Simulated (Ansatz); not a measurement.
# H7N3Si: the cost of one run

Method: RKS B3LYP-D4/6-31G*, in Ansatz 0.2.0.

1 further run of the same task is left out (it didn't finish).

**1. The structure to begin with**

Bond lengths: Si1–H2 1.660 Å, Si1–N3 2.020 Å, N3–H4 1.060 Å, N3–H5 1.060 Å, Si1–N6 1.819 Å, N6–H7 1.060 Å, N6–H8 1.060 Å, Si1–N9 1.819 Å, N9–H10 1.060 Å, N9–H11 1.060 Å. Angles (14 of 15 angles, heavy atoms first): N3–Si1–N6 122.8°, N3–Si1–N9 122.8°, N6–Si1–N9 109.5°, H2–Si1–N3 45.6°, H2–Si1–N6 121.5°, H2–Si1–N9 121.5°, Si1–N3–H4 114.2°, Si1–N3–H5 114.5°, Si1–N6–H7 120.0°, Si1–N6–H8 120.0°, Si1–N9–H10 120.0°, Si1–N9–H11 120.0°, H4–N3–H5 120.0°, H7–N6–H8 120.0°.

Coordinates:

```xyz
11

Si    0.0000    0.0000    0.0000
H     0.8198    0.0000    1.4434
N     1.9526    0.0000    0.5176
H     2.4509   -0.9180    0.3369
H     2.4539    0.9180    0.3453
N    -0.8572    1.4851   -0.6061
H    -1.8773    1.4300   -0.8888
H    -0.3367    2.4058   -0.6766
N    -0.8572   -1.4851   -0.6061
H    -1.3922   -2.1014    0.0704
H    -0.8219   -1.7344   -1.6357
```

**2. Pulling towards end A**

Springs on the bonds that form and break draw the guess towards this end; the thresholds are loose.

input.yaml

```yaml
crystal:
  periodic: [false, false, false]
  atoms:
    - { symbol: Si, position_ang: [0.0, 0.0, 0.0] }
    - { symbol: H, position_ang: [0.8198, 0.0, 1.4434] }
    - { symbol: "N", position_ang: [1.9526, 0.0, 0.5176] }
    - { symbol: H, position_ang: [2.4509, -0.918, 0.3369] }
    - { symbol: H, position_ang: [2.4539, 0.918, 0.3453] }
    - { symbol: "N", position_ang: [-0.8572, 1.4851, -0.6061] }
    - { symbol: H, position_ang: [-1.8773, 1.43, -0.8888] }
    - { symbol: H, position_ang: [-0.3367, 2.4058, -0.6766] }
    - { symbol: "N", position_ang: [-0.8572, -1.4851, -0.6061] }
    - { symbol: H, position_ang: [-1.3922, -2.1014, 0.0704] }
    - { symbol: H, position_ang: [-0.8219, -1.7344, -1.6357] }
basis:
  gaussian: { orbitals: "6-31G*" }
hamiltonian:
  xc: b3lyp
  dispersion: d4
relax:
  f_tol: 0.15
  max_steps: 25
  restrain:
    - { distance: [1, 2], at: 2.26, k: 30.0 }
    - { distance: [0, 1], at: 1.46, k: 30.0 }
    - { distance: [0, 2], at: 1.82, k: 30.0 }
output:
  orbitals: {}
```

On the command line:

```
$ ansatz run input.yaml --threads 1 --pin off --max-ram 2048MiB --backend cpu --events-out ev --progress --plain --runs-dir out
```

Q: Estimate wall time and peak memory on 1 thread of AMD EPYC 9R45 (Zen 5), shared host.

About 25 s, with a peak of 0.18 GiB.
